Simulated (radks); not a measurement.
**Taking charge from the 1s level of S⁸⁺ in fractions**

One table from this session's results is given with a row withheld; the runs are named, their logs left out.

Method: Dirac Kohn-Sham, PBE, spin-unpolarised, spherical densities, point nucleus; open shells are shared between the two j in proportion to 2j + 1. Code: radks (a radial shooting solver on a logarithmic mesh, Libxc functionals) version 1.

## What is computed

* element: sulfur (Z = 16)
* charge: +8
* electrons: 8
* configuration: [He] 2s2 2p4

Outer shells as boxes (Hund's rule):

S⁸⁺
```
[He] core
2s [↑↓]
2p [↑↓][↑ ][↑ ]
```

The first run:

Settings of this run:

```text
Z 16
configuration [He] 2s2 2p4
relativity Dirac
functional pbe,pbe
spin unpolarised
j_filling average
nucleus point
c 137.035999084
```

Among the steps run: Start: [He] 2s2 2p4.

One table of the session follows, with a row left open; its other results are not shown here.

It belongs to the step «Start: [He] 2s2 2p4». Radial moments (bohr):

| level | <r> | outermost maximum (interpolated) | 90 % within |
| --- | --- | --- | --- |
| 1s1/2 | 0.09669 | 0.0633 | 0.173 |
| 2s1/2 | 0.4514 | 0.375 | 0.700 |
| 2p1/2 | 0.4037 | 0.308 | 0.662 |
| 2p3/2 | ? | ? | ? |

**Question.** Estimate the row for 2p3/2.

The run gave: <r>: 0.4056; outermost maximum (interpolated): 0.310; 90 % within: 0.665. In the column «<r>» it lies between 2p1/2 (0.4037) and 2s1/2 (0.4514).
